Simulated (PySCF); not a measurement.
**TiS2: spin, charge, geometry and surroundings**

Aim: change spin, charge, geometry, field or solvent of TiS2, one at a time, and compare with the base run.

The runs use PySCF 2.14.0; method and basis as typed in the scripts.

1 further run of the same task is left out (it didn't finish).

## 1. The system as given

TiS2: 3 atoms, charge 0, spin multiplicity 1.

Bond lengths: Ti1–S2 2.065 Å, Ti1–S3 2.065 Å. Angles: S2–Ti1–S3 113.5°.

As a file:

```mol
S2Ti
  3D, bonds by distance, orders not assigned

  3  2  0  0  0  0  0  0  0  0999 V2000
   -0.0843   -0.6419    0.0000 Ti  0  0
    0.0632    0.4813    1.7268 S   0  0
    0.0632    0.4813   -1.7268 S   0  0
  1  2  8  0
  1  3  8  0
M  END
```

## 2. The base run

Input file input.py:

```python
from pyscf import gto, dft

mol = gto.M(
    atom='Ti -0.0843 -0.6419 0; S 0.0632 0.4813 1.7268; S 0.0632 0.4813 -1.7268',
    basis='sbkjc',
    ecp={'Ti': 'sbkjc', 'S': 'sbkjc'},
    charge=0,
    spin=0,
    verbose=4,
)
mf = dft.RKS(mol, xc='r2scan')
mf.kernel()
mf.dip_moment()
print('orbital energies (hartree):', mf.mo_energy[..., max(0, mol.nelec[1]-3):mol.nelec[0]+3].round(4))
```

On the command line:

```console
$ OMP_NUM_THREADS=1 python input.py
```

Its log is not repeated here.

In short: E(SCF) = -78.369921 Eh, 12 cycles, μ = 6.00 D.

## 3. Coordinates × 0.3

Variant 1 changes geometry: coordinates × 1 → coordinates × 0.3.

input.py, as its differences from that of step 2:

```diff
@@ -3,3 +3,3 @@
 mol = gto.M(
-    atom='Ti -0.0843 -0.6419 0; S 0.0632 0.4813 1.7268; S 0.0632 0.4813 -1.7268',
+    atom='Ti -0.0253 -0.1926 0; S 0.019 0.1444 0.518; S 0.019 0.1444 -0.518',
     basis='sbkjc',
```

On the command line:

```console
$ OMP_NUM_THREADS=1 python input.py
```

The log of the run, cut to the lines that bear on the results:

```text
[lines on the frontier levels of each cycle are left out]
PySCF version 2.14.0

[INPUT] verbose = 4
[INPUT] num. atoms = 3
[INPUT] num. electrons = 24
[INPUT] charge = 0
[INPUT] spin (= nelec alpha-beta = 2S) = 0
[INPUT] symmetry False subgroup None
[INPUT] Mole.unit = angstrom
[INPUT] Symbol           X                Y                Z      unit          X                Y                Z       unit  Magmom
[INPUT]  1 Ti    -0.025300000000  -0.192600000000   0.000000000000 AA   -0.047810070951  -0.363961251591   0.000000000000 Bohr   0.0
[INPUT]  2 S      0.019000000000   0.144400000000   0.518000000000 AA    0.035904796367   0.272876452387   0.978878132525 Bohr   0.0
[INPUT]  3 S      0.019000000000   0.144400000000  -0.518000000000 AA    0.035904796367   0.272876452387  -0.978878132525 Bohr   0.0

nuclear repulsion = 141.381213801542
number of shells = 19
number of NR pGTOs = 94
number of NR cGTOs = 47
basis = sbkjc
ecp = {'Ti': 'sbkjc', 'S': 'sbkjc'}

******** <class 'pyscf.dft.rks.RKS'> ********
method = RKS
initial guess = minao
damping factor = 0
level_shift factor = 0
DIIS = <class 'pyscf.scf.diis.CDIIS'>
diis_start_cycle = 1
diis_space = 8
diis_damp = 0
SCF conv_tol = 1e-09
SCF conv_tol_grad = None
SCF max_cycles = 50
direct_scf = True
direct_scf_tol = 1e-13
XC library pyscf.dft.libxc version 7.0.0
    S. Lehtola, C. Steigemann, M. J.T. Oliveira, and M. A.L. Marques.,  SoftwareX 7, 1–5 (2018)
XC functionals = r2scan
    J. W. Furness, A. D. Kaplan, J. Ning, J. P. Perdew, and J. Sun.,  J. Phys. Chem. Lett. 11, 8208-8215 (2020)
    J. W. Furness, A. D. Kaplan, J. Ning, J. P. Perdew, and J. Sun.,  J. Phys. Chem. Lett. 11, 9248-9248 (2020)
    J. W. Furness, A. D. Kaplan, J. Ning, J. P. Perdew, and J. Sun.,  J. Phys. Chem. Lett. 11, 8208-8215 (2020)
    J. W. Furness, A. D. Kaplan, J. Ning, J. P. Perdew, and J. Sun.,  J. Phys. Chem. Lett. 11, 9248-9248 (2020)
radial grids:
    Treutler-Ahlrichs [JCP 102, 346 (1995); DOI:10.1063/1.469408] (M4) radial grids

becke partition: Becke, JCP 88, 2547 (1988); DOI:10.1063/1.454033
pruning grids: <function nwchem_prune>
grids dens level: 3
symmetrized grids: False
atomic radii adjust function: <function treutler_atomic_radii_adjust>
small_rho_cutoff = 0
Set gradient conv threshold to 3.16228e-05
Initial guess from minao.
tot grids = 58664
init E= -24.8913554665521
cycle= 1 E= -43.7128580108715  delta_E= -18.8  |g|= 1.03  |ddm|= 38.9
cycle= 2 E= -43.7382046414415  delta_E= -0.0253  |g|= 1.13  |ddm|=   18
cycle= 3 E= -44.0653113808549  delta_E= -0.327  |g|= 0.182  |ddm|= 7.89
cycle= 4 E= -44.077480660146  delta_E= -0.0122  |g|= 0.0959  |ddm|= 2.36
cycle= 5 E= -44.0794529961741  delta_E= -0.00197  |g|= 0.00834  |ddm|= 1.27
cycle= 6 E= -44.0794753980377  delta_E= -2.24e-05  |g|= 0.00198  |ddm|= 0.232
cycle= 7 E= -44.0794743760142  delta_E= 1.02e-06  |g|= 0.0012  |ddm|= 0.115
cycle= 8 E= -44.0794765547238  delta_E= -2.18e-06  |g|= 0.000555  |ddm|= 0.12
cycle= 9 E= -44.0794771360912  delta_E= -5.81e-07  |g|= 3.61e-05  |ddm|= 0.0383
cycle= 10 E= -44.0794771366752  delta_E= -5.84e-10  |g|= 9.38e-07  |ddm|= 0.000856
Extra cycle  E= -44.0794771366732  delta_E= 2.02e-12  |g|= 1.45e-06  |ddm|= 0.000135
converged SCF energy = -44.0794771366732
Dipole moment(X, Y, Z, Debye): -0.16833, -1.29178,  0.00000
orbital energies (hartree): [-0.3615 -0.3374 -0.0797 -0.074  -0.0623  0.0059]
```

Run time: 5.2 s. Hardware: 1 thread of Arm Neoverse N1, shared host.

The geometry (coordinates × 0.3) was meant as a poor choice, so the numbers below may not describe TiS2 as the base run means it. Result: E(SCF) = -44.079477 Eh, 10 cycles, μ = 1.30 D.

## 4. PCM, ε = 32.6

Variant 2 changes solvent: none (gas phase) → PCM, ε = 32.6.

input.py, as its differences from that of step 2:

```diff
@@ -1,2 +1,2 @@
-from pyscf import gto, dft
+from pyscf import gto, dft, solvent
 
@@ -11,2 +11,4 @@
 mf = dft.RKS(mol, xc='r2scan')
+mf = solvent.PCM(mf)
+mf.with_solvent.eps = 32.6
 mf.kernel()
```

On the command line:

```console
$ OMP_NUM_THREADS=1 python input.py
```

The log of the run:

```text
[... 10 set-up lines left out, the same as in an earlier log ...]
[INPUT]  1 Ti    -0.084300000000  -0.641900000000   0.000000000000 AA   -0.159303912301  -1.213015199358   0.000000000000 Bohr   0.0
[INPUT]  2 S      0.063200000000   0.481300000000   1.726800000000 AA    0.119430691073   0.909525183753   3.263179071899 Bohr   0.0
[INPUT]  3 S      0.063200000000   0.481300000000  -1.726800000000 AA    0.119430691073   0.909525183753  -3.263179071899 Bohr   0.0
[... 1 set-up line left out, the same as in an earlier log ...]
nuclear repulsion = 42.4134548981896
[... 6 set-up lines left out, the same as in an earlier log ...]
******** <class 'pyscf.solvent._attach_solvent.PCMRKS'> ********
method = PCMRKS
[... 28 set-up lines left out, the same as in an earlier log ...]
******** <class 'pyscf.solvent.pcm.PCM'> (In testing) ********
[... 1 set-up line left out, the same as in an earlier log ...]
WARN: PCM is an experimental feature. It is still in testing.
Features and APIs may be changed in the future.
[... 1 set-up line left out, the same as in an earlier log ...]
lebedev_order = 29 (302 grids per sphere)
eps = 32.6
frozen = False
[... 3 set-up lines left out, the same as in an earlier log ...]
PCM E_diel = -6.87822620371504e-05
Solvent Energy = -6.87822620371504e-05
init E= -76.4476993583047
  HOMO = -0.0863878786934957  LUMO = 0.00584747522987117  gap/eV = 2.50985
PCM E_diel = -0.207458203453108
Solvent Energy = -0.207458203453108
cycle= 1 E= -76.7478443876516  delta_E= -0.3  |g|= 2.59  |ddm|= 4.57
  HOMO = -0.374899849089024  LUMO = -0.319964597900394  gap/eV = 1.49486
PCM E_diel = -1.39406610176616
Solvent Energy = -1.39406610176616
cycle= 2 E= -52.9613529843658  delta_E= 23.8  |g|= 8.97  |ddm|= 15.7
  HOMO = -0.277433560829482  LUMO = -0.211107615837648  gap/eV = 1.80482
PCM E_diel = -0.0194104381765573
Solvent Energy = -0.0194104381765573
cycle= 3 E= -78.3343349933056  delta_E= -25.4  |g|= 0.505  |ddm|= 14.5
  HOMO = -0.202230130773414  LUMO = -0.113457741328206  gap/eV = 2.41562
PCM E_diel = -0.0583086168313992
Solvent Energy = -0.0583086168313992
cycle= 4 E= -78.3729034808968  delta_E= -0.0386  |g|= 0.317  |ddm|= 0.856
  HOMO = -0.215440184788833  LUMO = -0.149548990459655  gap/eV = 1.79299
PCM E_diel = -0.0280914454931974
Solvent Energy = -0.0280914454931974
cycle= 5 E= -78.3906589837738  delta_E= -0.0178  |g|= 0.195  |ddm|= 0.402
  HOMO = -0.2231908746347  LUMO = -0.149718137149182  gap/eV = 1.99930
PCM E_diel = -0.035916248510973
Solvent Energy = -0.035916248510973
cycle= 6 E= -78.3994723288792  delta_E= -0.00881  |g|= 0.0498  |ddm|= 0.113
  HOMO = -0.222968763019737  LUMO = -0.147823678272717  gap/eV = 2.04480
PCM E_diel = -0.0376549646626456
Solvent Energy = -0.0376549646626456
cycle= 7 E= -78.4000180276535  delta_E= -0.000546  |g|= 0.0154  |ddm|= 0.0266
  HOMO = -0.222734883052484  LUMO = -0.146968265324249  gap/eV = 2.06171
PCM E_diel = -0.0384879035697799
Solvent Energy = -0.0384879035697799
cycle= 8 E= -78.4000761706031  delta_E= -5.81e-05  |g|= 0.000941  |ddm|= 0.0102
  HOMO = -0.222748363008896  LUMO = -0.146937094931572  gap/eV = 2.06293
PCM E_diel = -0.0385482173037081
Solvent Energy = -0.0385482173037081
cycle= 9 E= -78.4000764028848  delta_E= -2.32e-07  |g|= 5.98e-05  |ddm|= 0.000751
  HOMO = -0.222748133148109  LUMO = -0.146938338611105  gap/eV = 2.06289
PCM E_diel = -0.0385456032332699
Solvent Energy = -0.0385456032332699
cycle= 10 E= -78.4000764037153  delta_E= -8.3e-10  |g|= 1.6e-05  |ddm|= 4.13e-05
  HOMO = -0.22274798204232  LUMO = -0.146944317266219  gap/eV = 2.06272
PCM E_diel = -0.0385384596170075
Solvent Energy = -0.0385384596170075
Extra cycle  E= -78.4000764008102  delta_E= 2.91e-09  |g|= 0.00011  |ddm|= 8.73e-05
converged SCF energy = -78.4000764008102
Dipole moment(X, Y, Z, Debye): -1.06386, -8.08847,  0.00000
orbital energies (hartree): [-0.2638 -0.2584 -0.2227 -0.1469 -0.1377 -0.1092]
```

Wall time 8.3 s (1 thread of Arm Neoverse N1, shared host).

This run: E(SCF) = -78.400076 Eh (-0.8206 eV from the base), 10 cycles, μ = 8.16 D.

## 5. Electric field 0.001 a.u.

Variant 3 changes electric field: none → 0.001 a.u.

input.py, as its differences from that of step 2:

```diff
@@ -11,2 +11,7 @@
 mf = dft.RKS(mol, xc='r2scan')
+field = 0.001  # electric field along z, atomic units
+h = mf.get_hcore() + field*mol.intor('int1e_r')[2]
+mf.get_hcore = lambda *args: h
+e_nuc = mol.energy_nuc() - field*mol.atom_charges() @ mol.atom_coords()[:, 2]
+mf.energy_nuc = lambda *args: e_nuc
 mf.kernel()
```

On the command line:

```console
$ OMP_NUM_THREADS=1 python input.py
```

The log of the run, cut to the lines that bear on the results:

```text
[lines on the frontier levels of each cycle are left out]
[... 54 set-up lines left out, the same as in an earlier log ...]
init E= -76.4476305760427
cycle= 1 E= -76.5478533084512  delta_E= -0.1  |g|= 2.65  |ddm|= 4.57
cycle= 2 E= -49.1938392225904  delta_E= 27.4  |g|= 9.33  |ddm|= 12.8
cycle= 3 E= -77.0153604706272  delta_E= -27.8  |g|= 2.86  |ddm|= 11.3
cycle= 4 E= -78.3611347610736  delta_E= -1.35  |g|= 0.148  |ddm|=  1.4
cycle= 5 E= -78.2679489821325  delta_E= 0.0932  |g|= 0.665  |ddm|= 0.673
cycle= 6 E= -78.3667695276203  delta_E= -0.0988  |g|= 0.101  |ddm|= 0.513
cycle= 7 E= -78.3679655716983  delta_E= -0.0012  |g|= 0.079  |ddm|= 0.149
cycle= 8 E= -78.3699758159305  delta_E= -0.00201  |g|= 0.00207  |ddm|= 0.0761
cycle= 9 E= -78.3699764571031  delta_E= -6.41e-07  |g|= 0.00188  |ddm|= 0.00412
cycle= 10 E= -78.3699773045339  delta_E= -8.47e-07  |g|= 0.0003  |ddm|= 0.00162
cycle= 11 E= -78.3699773241815  delta_E= -1.96e-08  |g|= 5.77e-05  |ddm|= 0.000169
cycle= 12 E= -78.3699773249887  delta_E= -8.07e-10  |g|= 1.95e-06  |ddm|= 4.88e-05
Extra cycle  E= -78.3699773249454  delta_E= 4.33e-11  |g|= 1.37e-05  |ddm|= 1.21e-05
converged SCF energy = -78.3699773249454
Dipole moment(X, Y, Z, Debye): -0.78088, -5.94612,  0.28386
orbital energies (hartree): [-0.2635 -0.256  -0.2193 -0.1549 -0.1446 -0.1303]
```

It took 5.9 s on 1 thread of Arm Neoverse N1, shared host.

This run: E(SCF) = -78.369977 Eh (-0.0015 eV from the base), 12 cycles, μ = 6.00 D.

## 6. Charge -1 (doublet, UKS)

Variant 4 changes charge: 0 → -1; spin (2S): 0 → 1; SCF type: RKS → UKS.

Input file input.py:

```python
from pyscf import gto, dft

mol = gto.M(
    atom='Ti -0.0843 -0.6419 0; S 0.0632 0.4813 1.7268; S 0.0632 0.4813 -1.7268',
    basis='sbkjc',
    ecp={'Ti': 'sbkjc', 'S': 'sbkjc'},
    charge=-1,
    spin=1,
    verbose=4,
)
mf = dft.UKS(mol, xc='r2scan')
mf.kernel()
mf.dip_moment()
print('orbital energies (hartree):', [e[max(0, n-3):n+3].round(4) for e, n in zip(mf.mo_energy, mol.nelec)])
```

On the command line:

```console
$ OMP_NUM_THREADS=1 python input.py
```

The log of the run:

```text
[... 4 set-up lines left out, the same as in an earlier log ...]
[INPUT] num. electrons = 25
[INPUT] charge = -1
[INPUT] spin (= nelec alpha-beta = 2S) = 1
[... 14 set-up lines left out, the same as in an earlier log ...]
******** <class 'pyscf.dft.uks.UKS'> ********
method = UKS
[... 12 set-up lines left out, the same as in an earlier log ...]
number electrons alpha = 13  beta = 12
[... 18 set-up lines left out, the same as in an earlier log ...]
init E= -76.4476305760427
[... the frontier-level lines of each cycle are left out ...]

cycle= 1 E= -76.7950452814189  delta_E= -0.347  |g|= 1.84  |ddm|= 3.42
cycle= 2 E= -49.0555899278654  delta_E= 27.7  |g|= 6.74  |ddm|= 8.55
cycle= 3 E= -77.7593955108479  delta_E= -28.7  |g|= 1.36  |ddm|= 7.41
cycle= 4 E= -78.4380962586077  delta_E= -0.679  |g|= 0.14  |ddm|= 1.16
cycle= 5 E= -78.4360079953492  delta_E= 0.00209  |g|= 0.163  |ddm|= 0.367
cycle= 6 E= -78.4481494672699  delta_E= -0.0121  |g|= 0.0404  |ddm|= 0.174
cycle= 7 E= -78.4491050738874  delta_E= -0.000956  |g|= 0.00409  |ddm|= 0.043
cycle= 8 E= -78.449125923048  delta_E= -2.08e-05  |g|= 0.00389  |ddm|= 0.0151
cycle= 9 E= -78.4491388125412  delta_E= -1.29e-05  |g|= 0.00134  |ddm|= 0.00952
cycle= 10 E= -78.4491409640063  delta_E= -2.15e-06  |g|= 0.000997  |ddm|= 0.00492
cycle= 11 E= -78.4491417063095  delta_E= -7.42e-07  |g|= 5.94e-05  |ddm|= 0.00218
cycle= 12 E= -78.4491417172198  delta_E= -1.09e-08  |g|= 5.76e-05  |ddm|= 0.000487
cycle= 13 E= -78.4491417197363  delta_E= -2.52e-09  |g|= 1.83e-05  |ddm|= 0.000163
cycle= 14 E= -78.4491417200207  delta_E= -2.84e-10  |g|= 8.11e-06  |ddm|= 6.49e-05
Extra cycle  E= -78.4491417190129  delta_E= 1.01e-09  |g|= 4.61e-05  |ddm|= 4.61e-05
converged SCF energy = -78.4491417190129  <S^2> = 0.76974655  2S+1 = 2.01965

WARN: System has nonzero charge -1; the dipole moment is origin-dependent.
Location of origin: [0. 0. 0.]

Dipole moment(X, Y, Z, Debye): -0.46682, -3.54946, -0.00000
orbital energies (hartree): [array([-0.062 , -0.0312, -0.0037,  0.0377,  0.0436,  0.1039]), array([-0.0633, -0.0613, -0.0337,  0.0606,  0.0751,  0.0833])]
```

Wall time 11 s (1 thread of Arm Neoverse N1, shared host).

Outcome: E(SCF) = -78.449142 Eh (-2.1557 eV from the base), 14 cycles, ⟨S²⟩ = 0.770.

The dipole of an ion depends on the origin. No search for the lowest state was made; open d or f shells can end in a higher solution.

## 7. Comparison

| run | E(SCF) (hartree) | from base (eV) | cycles | gap, α spin (eV) | SCF dipole (D) |
| --- | --- | --- | --- | --- | --- |
| base | -78.369921 | 0 | 12 | 1.75 | 6.00 |
| coordinates × 0.3 (poor choice) | -44.079477 | +933.0905 | 10 | 0.16 | 1.30 |
| PCM, ε = 32.6 | -78.400076 | -0.8206 | 10 | 2.06 | 8.16 |
| electric field 0.001 a.u. | -78.369977 | -0.0015 | 12 | 1.75 | 6.00 |
| charge -1 (doublet, UKS) | -78.449142 | -2.1557 | 14 | 1.13 | n/a |

In words: The largest comparable shift of the SCF energy, +933.091 eV, comes with the run “coordinates × 0.3”. A continuum solvent with ε = 32.6 lowers the energy by 0.821 eV. At the SCF level, adding an electron (to the doublet) releases 2.16 eV at fixed geometry. With coordinates × 0.3 the frontier gap moves by over 1.5 eV, which can mean another electronic state rather than the bond length alone. Rows marked «poor choice» come from settings spoiled on purpose.
